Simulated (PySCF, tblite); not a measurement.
**C7H6NO radical: geometry, infrared bands and EPR parameters**

Aim: predict the infrared bands and EPR parameters of C7H6NO radical (`C=Nc1cccc([O])c1`).

The runs use tblite 0.8.0 and PySCF 2.14.0, with density-fitted response routines of our own; the level of theory stands in each step. All values are computed, except where a source is named. Atoms are numbered from 0 throughout.

## (1) The molecule as given

15 atoms, charge 0, multiplicity 2; geometry from: force field or distance geometry start.

Bonds of the start (Å): C0–N1 1.31, N1–C2 1.40, C2–C3 1.40, C3–C4 1.40, C4–C5 1.40, C5–C6 1.41, C6–O7 1.27, C6–C8 1.41, C8–C2 1.41, C0–H9 1.11, C0–H10 1.09, C3–H11 1.07, C4–H12 1.09, C5–H13 1.08, C8–H14 1.08.

## (2) Relaxing the molecule with GFN2-xTB

Job settings and geometry (Å):

```
{"job": {"kind": "relax", "xc": "GFN2-xTB", "basis": "xTB"}, "charge": 0, "multiplicity": 2}
C      2.766500    -0.007300    -0.582700
N      1.804800     0.727800    -1.076500
C      0.518100     0.383600    -0.632800
C     -0.269700     1.371100    -0.031400
C     -1.545300     1.043800     0.437200
C     -2.045000    -0.255800     0.262400
C     -1.311300    -1.280500    -0.363900
O     -1.763600    -2.460400    -0.497800
C     -0.028400    -0.903600    -0.814300
H      2.593300    -0.831300     0.138900
H      3.796100     0.191700    -0.880800
H      0.120200     2.362100     0.105600
H     -2.165000     1.796500     0.923100
H     -3.035200    -0.485500     0.630500
H      0.560000    -1.644400    -1.325900
```

The run is started by

```sh
OMP_NUM_THREADS=1 python probes_run.py task.json out
```

The driver reads the jobs from task.json and runs them one after another.

**Question.** This job is followed by: GFN2-xTB harmonic vibrations, gas phase; UKS B3LYP, pcH-1 on C H N O, non-relativistic, mean-field spin-orbit, GIAO. Predict these results of the whole session: strongest single infrared mode (GFN2-xTB); zero-point energy (GFN2-xTB); g(iso) (B3LYP); ⟨S²⟩; largest a(iso); potential on the surface of density 0.002 e/bohr³, 1st and 99th percentile.

The runs gave:

```
                                                                  quantity                  value
                                 strongest single infrared mode (GFN2-xTB)  1532 cm⁻¹, 150 km/mol
                                              zero-point energy (GFN2-xTB)          67.9 kcal/mol
                                                            g(iso) (B3LYP)                2.00585
                                                                      ⟨S²⟩     0.788 (exact 0.75)
                                                            largest a(iso)    13C on C3, 37.3 MHz
potential on the surface of density 0.002 e/bohr³, 1st and 99th percentile     -1.79 V and 1.21 V
```

Over 56 steps the energy fell by 0.318 eV; of the close pairs, C0–N1 changed most, 1.307 to 1.253 Å. All 39 modes are real, so the xTB geometry is a minimum. The strongest single mode, at 1532 cm⁻¹, is spread over several atoms, C6, C5, O7, C4 among them. Unscaled tight-binding wavenumbers are off by several per cent, some by more. Its intensities can rank the bands wrongly. The largest spin populations lie on C3 (0.44 e), O7 (0.40 e), C5 (0.37 e). The isotropic g lies 3.5 ppt above the free-electron value. These values are for one conformer; the search (at its own cheap level) found 1 more, at 1.05 kcal/mol, and measured spectra average over such forms.
